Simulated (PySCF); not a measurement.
# CH3Cl3Si (Methyltrichlorosilane): the cost of one run

The runs use PySCF 2.14.0, with density-fitted response routines of our own; the level of theory stands in each step. All values are computed, except where a source is named. Atoms count from 0, in the outputs and in this text.

## 1. The molecule as given

8 atoms, charge 0, multiplicity 1; geometry from: GFN2-xTB. The atoms were then displaced at random by about 0.01 Å, so the start is not that level's minimum.

Bonds of the start (Å): C0–Si1 1.93, Si1–Cl2 2.02, Si1–Cl3 2.01, Si1–Cl4 2.02, C0–H5 1.09, C0–H6 1.10, C0–H7 1.05.

## 2. Optimising the geometry at PBE0-D3(BJ)/def2-TZVP

The job: settings as JSON, then the geometry in Å.

```
{"job": {"xc": "PBE0", "basis": "def2-TZVP", "d3": "d3bj", "grid": 2, "shake": 0.01, "kind": "geom"}, "charge": 0, "multiplicity": 1}
C      1.077560    -0.025450     0.111170
Si    -0.837870    -0.003270    -0.092260
Cl    -1.732020    -0.472900     1.660490
Cl    -1.351590    -1.352410    -1.488920
Cl    -1.469830     1.826180    -0.678650
H      1.547280     0.251340    -0.831010
H      1.386110     0.725840     0.848160
H      1.435500    -0.968470     0.418540
```

Command:

```
> OMP_NUM_THREADS=1 python probes_run.py task.json out
```

The driver reads the jobs from task.json and runs them one after another.

**Question.** How long does this first job take on 1 thread of AMD EPYC 7R13, shared host, and how much memory does it need?

About 81 s, with a peak of 0.76 GiB.
